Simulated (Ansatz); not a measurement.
# C2H10ClNSi2: the cost of one run

Program: Ansatz 0.2.0. Level of theory: RKS PBE-D4/6-31G. These are calculated values, not measurements.

## Step 1: Starting point

Bond lengths (14 of 15 bonds, heavy atoms first): Si1–Cl3 2.130 Å, Si1–N4 1.819 Å, N4–C5 1.470 Å, N4–C9 1.470 Å, Si1–Si13 2.218 Å, Si1–H2 1.460 Å, C5–H6 1.110 Å, C5–H7 1.110 Å, C5–H8 1.110 Å, C9–H10 1.110 Å, C9–H11 1.110 Å, C9–H12 1.110 Å, Si13–H14 1.460 Å, Si13–H15 1.460 Å. Angles (14 of 27 angles, heavy atoms first): Cl3–Si1–N4 109.5°, Cl3–Si1–Si13 109.5°, N4–Si1–Si13 109.5°, Si1–N4–C5 120.0°, Si1–N4–C9 120.0°, C5–N4–C9 120.0°, H2–Si1–Cl3 109.4°, H2–Si1–N4 109.5°, H2–Si1–Si13 109.5°, N4–C5–H6 109.5°, N4–C5–H7 109.5°, N4–C5–H8 109.5°, N4–C9–H10 109.5°, N4–C9–H11 109.5°.

As a file:

```xyz
16

Si    0.0000    0.0000    0.0000
H     0.0000    0.0000    1.4600
Cl    2.0086    0.0000   -0.7093
N    -0.8572    1.4851   -0.6061
C    -2.2719    1.4087   -0.9981
H    -2.8245    0.7784   -0.2704
H    -2.7088    2.4290   -1.0098
H    -2.3521    0.9607   -2.0106
C    -0.1354    2.7620   -0.7039
H    -0.2436    3.1711   -1.7300
H    -0.5567    3.4827    0.0276
H     0.9399    2.5975   -0.4831
Si   -1.0456   -1.8115   -0.7393
H    -1.7029   -2.4846    0.3772
H    -2.0454   -1.4265   -1.7311
H    -0.0777   -2.7173   -1.3511
```

## Step 2: Preparing the start

File input.yaml:

```yaml
crystal:
  periodic: [false, false, false]
  atoms:
    - { symbol: Si, position_ang: [0.0, 0.0, 0.0] }
    - { symbol: H, position_ang: [0.0, 0.0, 1.46] }
    - { symbol: Cl, position_ang: [2.0086, 0.0, -0.7093] }
    - { symbol: "N", position_ang: [-0.8572, 1.4851, -0.6061] }
    - { symbol: C, position_ang: [-2.2719, 1.4087, -0.9981] }
    - { symbol: H, position_ang: [-2.8245, 0.7784, -0.2704] }
    - { symbol: H, position_ang: [-2.7088, 2.429, -1.0098] }
    - { symbol: H, position_ang: [-2.3521, 0.9607, -2.0106] }
    - { symbol: C, position_ang: [-0.1354, 2.762, -0.7039] }
    - { symbol: H, position_ang: [-0.2436, 3.1711, -1.73] }
    - { symbol: H, position_ang: [-0.5567, 3.4827, 0.0276] }
    - { symbol: H, position_ang: [0.9399, 2.5975, -0.4831] }
    - { symbol: Si, position_ang: [-1.0456, -1.8115, -0.7393] }
    - { symbol: H, position_ang: [-1.7029, -2.4846, 0.3772] }
    - { symbol: H, position_ang: [-2.0454, -1.4265, -1.7311] }
    - { symbol: H, position_ang: [-0.0777, -2.7173, -1.3511] }
basis:
  gaussian: { orbitals: "6-31G" }
hamiltonian:
  xc: pbe
  dispersion: d4
relax:
  f_tol: 0.02
  max_steps: 40
```

Command:

```console
$ ansatz run input.yaml --threads 1 --pin off --max-ram 2048MiB --backend cpu --events-out ev --progress --plain --runs-dir out
```

What time and memory should one allow on 1 thread of Arm Neoverse V1, shared host?

About 2.2 min, with a peak of 0.15 GiB.
